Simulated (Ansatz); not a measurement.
# BClFH3O: the cost of one run

Program: Ansatz 0.2.0. Level of theory: RKS PBE0-D4/def2-SVP. These are calculated values, not measurements.

## (1) Starting point

Bond lengths: B1–F2 1.670 Å, B1–O3 1.410 Å, O3–H4 1.010 Å, B1–H5 1.190 Å, B1–Cl6 2.160 Å, Cl6–H7 1.380 Å. Angles: F2–B1–O3 120.0°, F2–B1–H5 120.0°, F2–B1–Cl6 71.6°, O3–B1–H5 120.0°, O3–B1–Cl6 96.8°, H5–B1–Cl6 101.3°, B1–O3–H4 109.5°, B1–Cl6–H7 63.0°.

Coordinates:

```xyz
7

B     0.0000    0.0000    0.0000
F     0.0000    0.0000    1.6700
O     1.2211    0.0000   -0.7050
H     1.5209   -0.9519   -0.8599
H    -1.0305    0.0000   -0.5950
Cl    0.0968    2.0475    0.6811
H     0.0504    1.0668    1.6505
```

## (2) A restrained relaxation towards end A

Springs on the bonds that form and break draw the guess towards this end; the thresholds are loose.

Contents of input.yaml:

```yaml
crystal:
  periodic: [false, false, false]
  atoms:
    - { symbol: B, position_ang: [0.0, 0.0, 0.0] }
    - { symbol: F, position_ang: [0.0, 0.0, 1.67] }
    - { symbol: O, position_ang: [1.2211, 0.0, -0.705] }
    - { symbol: H, position_ang: [1.5209, -0.9519, -0.8599] }
    - { symbol: H, position_ang: [-1.0305, 0.0, -0.595] }
    - { symbol: Cl, position_ang: [0.0968, 2.0475, 0.6811] }
    - { symbol: H, position_ang: [0.0504, 1.0668, 1.6505] }
basis:
  gaussian: { orbitals: def2-SVP }
hamiltonian:
  xc: pbe0
  dispersion: d4
relax:
  f_tol: 0.15
  max_steps: 25
  restrain:
    - { distance: [0, 5], at: 3.06, k: 30.0 }
    - { distance: [6, 1], at: 2.12, k: 30.0 }
    - { distance: [0, 1], at: 1.32, k: 30.0 }
    - { distance: [6, 5], at: 1.37, k: 30.0 }
```

Command:

```console
$ ansatz run input.yaml --threads 1 --pin off --max-ram 2048MiB --backend cpu --events-out ev --progress --plain --runs-dir out
```

**Question.** How long does this run take on 1 thread of Arm Neoverse V2, shared host, and how much memory does it need?

About 28 s, with a peak of 0.16 GiB.
